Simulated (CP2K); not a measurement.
HfIn4SiO6:

```
CELL_PARAMETERS angstrom
5.69869 0.00000 0.00000
-0.70099 6.10862 0.00000
-2.71996 -1.39790 6.63735
ATOMIC_POSITIONS crystal
Hf 0.11793 0.01556 0.13292
In 0.38842 0.99901 0.72891
In 0.75865 0.00842 0.49586
In 0.23461 0.48841 0.53300
In 0.59649 0.48211 0.20528
Si 0.86778 0.44029 0.85544
O 0.55316 0.38738 0.79290
O 0.93454 0.38483 0.65596
O 0.98414 0.26218 0.00347
O 0.99083 0.69806 0.98452
O 0.08665 0.06493 0.39374
O 0.48680 0.10883 0.21799
```

The cell was built by a generator and needn't be a form met in nature.

Program: CP2K 2026.2. Alike in all runs: task band structure; potentials or basis POTENTIAL_UZH Hf GTH-PBE-q12, In GTH-PBE-q13, Si GTH-PBE-q4, O GTH-PBE-q6; TZVP-MOLOPT-PBE-GTH basis; no spin polarisation; cell as given; k mesh 5 × 5 × 4; smearing fermi-dirac 0.05 eV.

Q: Order these runs on this cell by their pressure, lowest first.
A. level LDA
B. level RPBE
C. level PBEsol

A: A (-4.5 GPa), C (-3.0 GPa), B (1.4 GPa).

Caveats: the potentials were made for another functional, which shifts forces and pressure; the basis of atomic orbitals isn't converged, which shifts pressures, moduli and gaps.

Runs at the PBE level aren't shown here.
